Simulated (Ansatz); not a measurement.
# AlH₈NSi₂: a ladder of functionals and wavefunction methods

The task here is to estimate one member of a computed series from the others.

Computed with Ansatz 0.2.0, Gaussian basis. Level: functionals in def2-TZVPP, the program's frozen cores in correlated methods.

Plan: PBE-D4, r2SCAN-D4, PBE0-D4, B3LYP-D4, ωB97X-V, ωB97M-V, B2PLYP; CCSD(T)/def2-TZVPP; MP2/def2-QZVPP; extrapolation to the limit.

## Structure used throughout

An earlier PBE0-D4 in a triple-zeta def2 set relaxation fixed the geometry.

SMILES `[AlH2][NH][SiH2][SiH3]`, 12 atoms, charge 0, spin multiplicity 1.

Atoms are counted from 1 here; the program's logs count them from 0.

Bond lengths: Al1–N2 1.783 Å, Al1–H5 1.580 Å, Al1–H6 1.583 Å, N2–Si3 1.732 Å, N2–H7 1.012 Å, Si3–Si4 2.345 Å, Si3–H8 1.488 Å, Si3–H9 1.493 Å, Si4–H10 1.489 Å, Si4–H11 1.491 Å, Si4–H12 1.489 Å. Angles: N2–Al1–H5 117.9°, N2–Al1–H6 117.4°, H5–Al1–H6 124.7°, Al1–N2–Si3 129.3°, Al1–N2–H7 116.3°, Si3–N2–H7 114.5°, N2–Si3–Si4 111.9°, N2–Si3–H8 107.1°, N2–Si3–H9 112.0°, Si4–Si3–H8 109.7°, Si4–Si3–H9 108.2°, H8–Si3–H9 107.9°, Si3–Si4–H10 111.4°, Si3–Si4–H11 110.0°, Si3–Si4–H12 110.7°, H10–Si4–H11 108.1°, H10–Si4–H12 108.6°, H11–Si4–H12 107.9°.

The first run:

in.yaml

```yaml
crystal:
  periodic: [false, false, false]
  atoms:
    - {symbol: Al, position_ang: [-2.460143, 0.863220, 0.386962]}
    - {symbol: N, position_ang: [-0.760083, 0.510537, 0.793605]}
    - {symbol: Si, position_ang: [0.211354, -0.854624, 0.355912]}
    - {symbol: Si, position_ang: [2.095228, -0.222347, -0.889936]}
    - {symbol: H, position_ang: [-3.249728, -0.199441, -0.475529]}
    - {symbol: H, position_ang: [-3.068053, 2.225608, 0.916272]}
    - {symbol: H, position_ang: [-0.276654, 1.209883, 1.343445]}
    - {symbol: H, position_ang: [-0.647679, -1.759245, -0.455694]}
    - {symbol: H, position_ang: [0.677160, -1.617169, 1.552471]}
    - {symbol: H, position_ang: [2.964663, -1.393173, -1.192212]}
    - {symbol: H, position_ang: [2.903083, 0.770958, -0.126313]}
    - {symbol: H, position_ang: [1.687852, 0.410594, -2.174981]}
basis:
  gaussian: {orbitals: def2-TZVPP}
hamiltonian: {xc: pbe, dispersion: d4}
output: {forces: true, orbitals: {seedname: orbitals}}
```

Launch:

```bash
> ansatz run in.yaml --threads 4 --pin off --events-out ev --progress --plain --max-ram 10444MiB
```

Steps of the session up to this table: PBE-D4 (GGA); r2SCAN-D4 (meta-GGA); PBE0-D4 (hybrid); B3LYP-D4 (hybrid); ωB97X-V (range-separated); ωB97M-V (range-separated); B2PLYP (double hybrid); CCSD(T) in def2-TZVPP; MP2 in def2-QZVPP.

One table of the session follows, with a row left open; its other results are not shown here.

| method | atomisation energy (kJ/mol) |
| --- | --- |
| PBE-D4 | 3536.7 |
| r2SCAN-D4 | 3564.8 |
| PBE0-D4 | 3520.0 |
| B3LYP-D4 | 3581.7 |
| ωB97X-V | 3612.2 |
| ωB97M-V | 3582.8 |
| B2PLYP | ? |
| HF/def2-TZVPP | 2660.8 |
| MP2/def2-TZVPP | 3464.2 |
| CCSD/def2-TZVPP | 3450.0 |
| CCSD(T)/def2-TZVPP | 3484.4 |
| MP2/CBS | 3565.1 |
| CCSD(T)/CBS | 3585.3 |

Q: Estimate the row for B2PLYP from the others.

As computed: atomisation energy (kJ/mol): 3526.5. In the column «atomisation energy (kJ/mol)» it lies between PBE0-D4 (3520.0) and PBE-D4 (3536.7).

Caveats from the session: Free atoms (1 Al, 1 N, 2 Si, 8 H) were run apart at each level; the atomisation energy is their sum less the molecule, without zero-point or spin-orbit terms.
